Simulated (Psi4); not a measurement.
**WCl6 (SMILES Cl[W](Cl)(Cl)(Cl)(Cl)Cl) at HF/def2-SVP (core potential)**

What is the vertical ionisation energy of WCl6 at HF/def2-SVP (core potential)? 

The results are computed with Psi4 1.11.

2 further runs of the same task are left out: 2 that didn't finish.

### 1 The structure to begin with

WCl6: 7 atoms, total charge 0, spin state singlet. As SMILES, `Cl[W](Cl)(Cl)(Cl)(Cl)Cl`. Geometry: relaxed at PBE0-D4/def2-TZVP.

Bond lengths: Cl1–W2 2.287 Å, W2–Cl3 2.287 Å, W2–Cl4 2.287 Å, W2–Cl5 2.287 Å, W2–Cl6 2.287 Å, W2–Cl7 2.287 Å. Some angles: Cl1–W2–Cl3 90.0°, Cl1–W2–Cl4 90.0°, Cl1–W2–Cl5 180.0°, Cl1–W2–Cl6 90.0°, Cl1–W2–Cl7 90.0°, Cl3–W2–Cl4 180.0°, Cl3–W2–Cl5 90.0°, Cl3–W2–Cl6 90.0°, Cl3–W2–Cl7 90.0°, Cl4–W2–Cl5 90.0°.

### 2 Energy and gradient at HF/def2-SVP (core potential)

The input, input.dat:

```
memory 2200 mb

molecule system {
  0 1
  Cl
  W 1 R2
  Cl 2 R3 1 A3
  Cl 2 R4 1 A4 3 D4
  Cl 2 R5 4 A5 1 D5
  Cl 2 R6 4 A6 5 D6
  Cl 2 R7 4 A7 5 D7

  R2 = 2.287332
  R3 = 2.28733
  A3 = 89.99918
  R4 = 2.287328
  A4 = 90.00014
  D4 = -179.99941
  R5 = 2.287341
  A5 = 89.99957
  D5 = 179.99921
  R6 = 2.28733
  A6 = 90.00055
  D6 = 89.99957
  R7 = 2.28733
  A7 = 89.99959
  D7 = -89.9997
  symmetry c1
  no_reorient
  no_com
}

set {
  basis def2-SVP
  puream true
  e_convergence 1e-09
  d_convergence 1e-08
  scf_type pk
}

E, wfn = gradient('hf', return_wfn=True)
oeprop(wfn, 'MULLIKEN_CHARGES', 'WIBERG_LOWDIN_INDICES', 'LOWDIN_CHARGES')
```

Launch:

```
$ psi4 -i input.dat -o output.dat -n 1
```

output.dat, shortened:

```text
[...]
    !!!  WARNING: ECP capability is in beta. Please check occupations closely.  !!!
[...]
  Running in c1 symmetry.
[...]
  Nuclear repulsion =  997.990851375990360
[...]
  Multiplicity = 1
[...]
  Nalpha       = 58
  Nbeta        = 58
[...]
    Number of basis functions: 140
[...]
   @RHF iter   1: -2822.09932130244033   -6.01915e-02   6.99261e-03 DIIS/ADIIS
[...]
   @RHF iter  13: -2822.64357529765402   -5.00222e-12   1.98606e-09 DIIS
[...]
    Orbital Energies [Eh]
    ---------------------
    Doubly Occupied:
       1A   -104.835805     2A   -104.835794     3A   -104.835794
       4A   -104.835730     5A   -104.835730     6A   -104.835729
       7A    -10.600049     8A    -10.600049     9A    -10.600045
      10A    -10.600044    11A    -10.600043    12A    -10.600036
      13A     -8.073964    14A     -8.073964    15A     -8.073946
      16A     -8.073946    17A     -8.073944    18A     -8.073928
      19A     -8.071776    20A     -8.071776    21A     -8.071776
      22A     -8.071772    23A     -8.071772    24A     -8.071771
      25A     -8.071770    26A     -8.071769    27A     -8.071769
      28A     -8.071763    29A     -8.071762    30A     -8.071762
      31A     -3.728034    32A     -2.190384    33A     -2.190384
      34A     -2.190384    35A     -1.161491    36A     -1.127208
[...]
  @RHF Final Energy: -2822.64357529765402
   => Energetics <=
    Nuclear Repulsion Energy =            997.9908513759903599
    One-Electron Energy =               -5911.9409552526085463
    Two-Electron Energy =                2091.3065285789643895
    Total Energy =                      -2822.6435752976540243
[...]
 Multipole Moments:
 ------------------------------------------------------------------------------------
     Multipole            Electronic (a.u.)      Nuclear  (a.u.)        Total (a.u.)
 ------------------------------------------------------------------------------------
 L = 1.  Multiply by 2.5417464519 to convert [e a0] to [Debye]
 Dipole X            :         -0.0001053            0.0001011           -0.0000042
 Dipole Y            :         -0.0000470            0.0000505            0.0000035
 Dipole Z            :         -0.0001692            0.0001392           -0.0000300
 Magnitude           :                                                    0.0000305
[...]
  -Total Gradient:
     Atom            X                  Y                   Z
    ------   -----------------  -----------------  -----------------
       1        0.000001468338    -0.000001338859     0.007047292656
       2       -0.000000111053     0.000000425784    -0.000002210175
       3       -0.000002026650     0.007047751548    -0.000001804339
       4        0.000001820855    -0.007048603905     0.000001131088
       5       -0.000000875820     0.000001677899    -0.007044549471
       6        0.007047742078    -0.000001714857     0.000001088208
       7       -0.007048017744     0.000001802438    -0.000000947980
[...]
  Mulliken Charges: (a.u.)
   Center  Symbol    Alpha    Beta     Spin     Total
       1    CL     8.62425  8.62425  0.00000 -0.24851
       2     W     6.25448  6.25448  0.00000  1.49103
       3    CL     8.62425  8.62425  0.00000 -0.24850
       4    CL     8.62425  8.62425  0.00000 -0.24850
       5    CL     8.62426  8.62426  0.00000 -0.24851
       6    CL     8.62425  8.62425  0.00000 -0.24850
       7    CL     8.62425  8.62425  0.00000 -0.24850
   Total alpha = 58.00000, Total beta = 58.00000, Total charge = -0.00000
  Lowdin Charges: (a.u.)
[...]
```

Wall time 21 s (1 thread of Intel Xeon 6975P-C (Granite Rapids), shared host); peak memory 0.92 GiB.

### 3 The doublet cation: a single-point energy at UHF/def2-SVP (core potential)

The input, job.dat:

```
memory 2.2 GB

molecule mol {
  1 2
  Cl    -2.48402609    -2.77778402     2.19019258
  W      0.00000000     0.00000000     0.00000000
  Cl     2.10309510     0.99210622     3.64363763
  Cl    -2.10315179    -0.99210622    -3.64359984
  Cl     2.48406389     2.77774623    -2.19023037
  Cl    -2.84417010     3.15965987     0.78142065
  Cl     2.84420789    -3.15962208    -0.78143955
  units au
  symmetry c1
}

set {
  reference uhf
  puream true
  e_convergence 1e-09
  d_convergence 1e-08
  scf_type pk
  maxiter 100
}

e = energy("scf/def2-SVP")
print_variables()
```

Launch:

```
$ psi4 -n 1 job.dat job.out
```

job.out, shortened:

```text
[...]
    !!!  WARNING: ECP capability is in beta. Please check occupations closely.  !!!
[...]
  Running in c1 symmetry.
[...]
  Nuclear repulsion =  997.990865284863958
[...]
  Multiplicity = 2
[...]
  Nalpha       = 58
  Nbeta        = 57
[...]
    Number of basis functions: 140
[...]
   @UHF iter   1: -2821.61587949577961    4.66119e-01   7.18019e-03 ADIIS/DIIS
[...]
   @UHF iter  42: -2822.21216350117811   -3.68345e-11   9.27382e-09 DIIS
[...]
   @S^2 Observed:                8.436623353E-01
[...]
    Orbital Energies [Eh]
    ---------------------
    Alpha Occupied:
       1A   -105.058808     2A   -105.058801     3A   -105.058736
       4A   -105.058736     5A   -105.011666     6A   -105.011598
       7A    -10.821102     8A    -10.821097     9A    -10.821096
      10A    -10.821092    11A    -10.774907    12A    -10.774906
      13A     -8.300379    14A     -8.300374    15A     -8.300370
      16A     -8.300369    17A     -8.293101    18A     -8.293083
      19A     -8.293083    20A     -8.293077    21A     -8.290822
      22A     -8.290820    23A     -8.290817    24A     -8.290810
      25A     -8.248575    26A     -8.248568    27A     -8.246461
      28A     -8.246461    29A     -8.246456    30A     -8.246456
      31A     -3.897402    32A     -2.361706    33A     -2.357324
      34A     -2.357323    35A     -1.372500    36A     -1.346669
[...]
  @UHF Final Energy: -2822.21216350117811
   => Energetics <=
    Nuclear Repulsion Energy =            997.9908652848639576
    One-Electron Energy =               -5889.1849497416942540
    Two-Electron Energy =                2068.9819209556526403
    Total Energy =                      -2822.2121635011781109
  UHF NO Occupations:
  HONO-2 :   56  A 1.9970001
  HONO-1 :   57  A 1.9614436
[...]
 Multipole Moments:
 ------------------------------------------------------------------------------------
     Multipole            Electronic (a.u.)      Nuclear  (a.u.)        Total (a.u.)
 ------------------------------------------------------------------------------------
 L = 1.  Multiply by 2.5417464519 to convert [e a0] to [Debye]
 Dipole X            :         -0.0001912            0.0001266           -0.0000646
 Dipole Y            :         -0.0000150            0.0000000           -0.0000150
 Dipole Z            :          0.0001621           -0.0001266            0.0000355
 Magnitude           :                                                    0.0000752
[...]
```

Wall time 16 s (1 thread of Intel Xeon 6975P-C (Granite Rapids), shared host); peak memory 0.93 GiB.

### 4 Summary of results

Level: HF/def2-SVP (core potential).

| quantity | value |
| --- | --- |
| singlet WCl6: total energy | -2822.64358 Eh |
| singlet WCl6: dipole moment | 0.00 D |
| singlet WCl6: HOMO energy | -12.48 eV |
| singlet WCl6: LUMO energy | -2.64 eV |
| singlet WCl6: HOMO–LUMO gap | 9.84 eV |
| singlet WCl6: largest force on an atom | 0.362 eV/Å |
| doublet cation: total energy | -2822.21216 Eh |
| doublet cation: HOMO energy (highest over α and β) | -15.96 eV |
| doublet cation: LUMO energy (lowest over α and β) | -10.99 eV |
| doublet cation: ⟨S²⟩ | 0.844 |
| vertical ionisation energy (to the doublet cation) | 11.739 eV |

What this shows: Removing an electron at fixed nuclei costs 11.74 eV (1133 kJ/mol). The largest force (singlet WCl6) is 0.36 eV/Å: the shape isn't a stationary point for this species at this level. −ε(HOMO) before ionisation, 12.48 eV, is 0.74 eV above this ionisation energy. Mulliken charges (singlet WCl6) run from -0.25 on Cl1 to +1.49 on W2.
